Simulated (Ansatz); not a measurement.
Task: a short molecular-dynamics run of C₂H₂Te, SMILES C1=C[Te]1, with the Python package of Ansatz (0.2.0). Give the script and its output. Level of theory (for the species named): PBE0, def2-SVP basis, multiplicity 1.

Contents of `c2h2te.xyz`:
```text
5

C    -0.52100   -0.47700   -0.18560
C     0.40260    0.59180    0.04380
Te    0.91000   -1.12890    0.92010
H    -1.43560   -0.67900   -0.67580
H     0.69400    1.61950   -0.14390
```

`run_md.py`:
```python
'''Molecular dynamics of one C2H2Te molecule.'''

from dataclasses import dataclass

import ansatz as az
import numpy as np


@dataclass(frozen=True)
class Options:
    basis: str = 'def2-SVP'
    xc: str = 'pbe0'
    n_steps: int = 30
    temperature_k: int = 300


cfg = Options()


def main() -> None:
    c2h2te = az.Crystal.molecule_from_extxyz('c2h2te.xyz')

    base = (
        c2h2te.calculation()
        .basis(gaussian=cfg.basis)
        .functional(cfg.xc)
    )
    symbols = [site.symbol for site in c2h2te.cartesian_sites]
    start = np.array([site.position_ang for site in c2h2te.cartesian_sites], dtype=float)
    data = base.relax(force_tolerance=0.02).run(threads=1).report
    end = np.array(data['positions_ang'])
    minimum = az.Crystal.molecule()
    for symbol, place in zip(symbols, end):
        minimum = minimum.atom(symbol, place.tolist())

    # dynamics from the relaxed geometry
    base = (
        minimum.calculation()
        .basis(gaussian=cfg.basis)
        .functional(cfg.xc)
        .md('nvt_langevin', timestep=1.0, steps=cfg.n_steps, temperature=cfg.temperature_k, initial_velocities='maxwell_boltzmann', seed=87, friction=0.05)
    )
    frames = []
    res = base.session().plan().execute(on_event=lambda e: frames.append(e['data']) if e['event'] == 'md_step' else None)
    print('t (fs)   E_pot (eV)      E_kin (eV)   T (K)   d(0-1) (A)')
    for f in frames[::2]:
        xyz = np.array(f['positions_ang'])
        print(f'{f["time_fs"]:6.2f} {f["lagrangian_ev"]:14.5f} {f["e_kin_ev"]:10.5f} {f["temperature_k"]:8.1f} {np.linalg.norm(xyz[0] - xyz[1]):9.4f}')
    print('mean temperature', round(float(np.mean([f['temperature_k'] for f in frames])), 1), 'K')
    symbols = [site.symbol for site in c2h2te.cartesian_sites]
    with open('last_frame.xyz', 'w') as handle:
        handle.write(f'{len(symbols)}\nt = {frames[-1]["time_fs"]} fs\n')
        handle.writelines('{:2s} {:10.5f} {:10.5f} {:10.5f}\n'.format(s, *xyz) for s, xyz in zip(symbols, frames[-1]['positions_ang']))


if __name__ == '__main__':
    main()
```

Output of `python run_md.py`:
```text
t (fs)   E_pot (eV)      E_kin (eV)   T (K)   d(0-1) (A)
  0.00    -9393.04268    0.15511    240.0    1.2811
  2.00    -9393.02444    0.09468    146.5    1.2848
  4.00    -9393.02166    0.10087    156.1    1.2873
  6.00    -9393.01832    0.09035    139.8    1.2882
  8.00    -9392.99829    0.11083    171.5    1.2869
 10.00    -9392.99507    0.11998    185.6    1.2870
 12.00    -9392.98137    0.10930    169.1    1.2886
 14.00    -9392.95470    0.08268    127.9    1.2860
 16.00    -9392.95112    0.11915    184.4    1.2814
 18.00    -9392.94078    0.10036    155.3    1.2739
 20.00    -9392.92190    0.09437    146.0    1.2704
 22.00    -9392.94821    0.11416    176.6    1.2717
 24.00    -9392.96311    0.19450    301.0    1.2695
 26.00    -9392.95030    0.15769    244.0    1.2666
 28.00    -9392.94678    0.16667    257.9    1.2712
 30.00    -9392.89920    0.08883    137.4    1.2725
mean temperature 177.8 K
```

`last_frame.xyz`, as written:
```text
5
t = 30.0 fs
C    -0.56186   -0.27096   -0.22716
C     0.35711    0.58006   -0.00225
Te    1.01356   -1.22784    1.00152
H    -1.45289   -0.72714   -0.59736
H     0.88625    1.44776   -0.26856
```

Notes:
- These settings explore the input space; basis and method may be short of convergence.
- The trajectory is only some femtoseconds long, so its temperature is not equilibrated; where the script doesn't relax first, it starts from a rough generated geometry.
- def2 sets replace the cores of elements past krypton by effective core potentials.
- The printed temperature counts all 3N degrees of freedom under Langevin dynamics, so the first row lies under the target.
- With hydrogen a step over 0.5 fs is long.
- The whole script took 2.5 min on 1 thread of Arm Neoverse N1 (shared host), peak memory 0.2 GiB.

(Lines on the test bed's own set-up are left out of the output.)
